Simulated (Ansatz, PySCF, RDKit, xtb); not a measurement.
# SiN2H5F: a search for the lowest isomer

Task: start from the formula SiN2H5F, draw up candidate structures, narrow them down in stages, and characterise the one that lies lowest at 298.15 K.

Plan: many cheap relaxations first (GFN2-xTB), then density-functional screening, relaxation at PBE-D3(BJ)/def2-SVP, vibrations and a final energy. The numbers are computed, not measured.

8 further runs of the same task are left out: 8 set aside as unsound or not needed.

## Step 1: Drawing up candidates

A program enumerates the bonding patterns with one Lewis structure each (two rings at most, one unusual centre or charged pair), with their diastereomers. O–O, O–halogen and N–halogen bonds and N–N–N chains are not drawn. That gives 7 candidates.

| label | SMILES | spin |
| --- | --- | --- |
| c022 | N[NH2+][SiH-]F | singlet |
| c101 | N=[Si@H-]([NH3+])F | singlet |
| c221 | N[Si-]([NH3+])F | singlet |
| c317 | NN[SiH2]F | singlet |
| c394 | [NH3+][N-][SiH2]F | singlet |
| c494 | [NH-][NH2+][SiH2]F | singlet |
| c840 | N[SiH](N)F | singlet |

Candidates are built by distance geometry, with a force field where one applies, in up to four conformers (letters a to d). 3 starts with atoms placed at random are added, to find patterns that the rules miss.

Q: Predict the outcome of this search (final energies at CCSD(T)/def2-TZVP).

| quantity | value |
| --- | --- |
| lowest structure found | N[SiH](N)F, singlet, C1 |
| next finalist | [NH][SiH]([NH3])[F] ‡, singlet, 45.4 kcal/mol higher in G |
| share at equilibrium, among the finalists | 100.0 % |
| harmonic wavenumbers, lowest and highest (PBE-D3(BJ)/def2-SVP) | 211 and 3606 cm⁻¹ |
| rotational constants, same geometry | 0.2258, 0.1959, 0.1211 cm⁻¹ |
| dipole moment (PBE0/def2-TZVPD) | 1.94 D |
| HOMO energy (PBE0/def2-TZVPD) | -7.76 eV |
| LUMO energy (PBE0/def2-TZVPD) | 0.16 eV |
| HOMO–LUMO gap (PBE0/def2-TZVPD) | 7.93 eV |
| lowest excitation (TD-PBE0/def2-SVPD) | 6.91 eV (f = 0.036) |
| strongest of the states computed, same level | 7.19 eV (f = 0.062) |
| lowest triplet excitation, same level, Tamm-Dancoff | 6.50 eV |
| vertical ionisation energy | 9.96 eV |
| vertical electron affinity | -1.16 eV (unbound: the value depends on the basis) |
| vertical triplet less singlet | +6.21 eV |

The lowest structure found is `N[SiH](N)F`. Among the finalists first place is clear (45.4 kcal/mol); structures outside the list aren't covered. GFN2-xTB, HF/STO-3G, r2SCAN-D4/def2-SVP, PBE-D3(BJ)/def2-SVP, HF/def2-TZVP and MP2/def2-TZVP already put its bonding pattern lowest among the structures in one piece. Lowest found is not proven lowest: the search is finite, and each finalist counts with one conformer. Patterns outside the rules of the enumeration were met only by chance. The lowest isomer need not be the one that is made and kept in a bottle, which depends on barriers.

‡ marks the bonded skeleton alone, with all bonds drawn single: no Lewis structure was assigned that passes a check against the bond lengths.
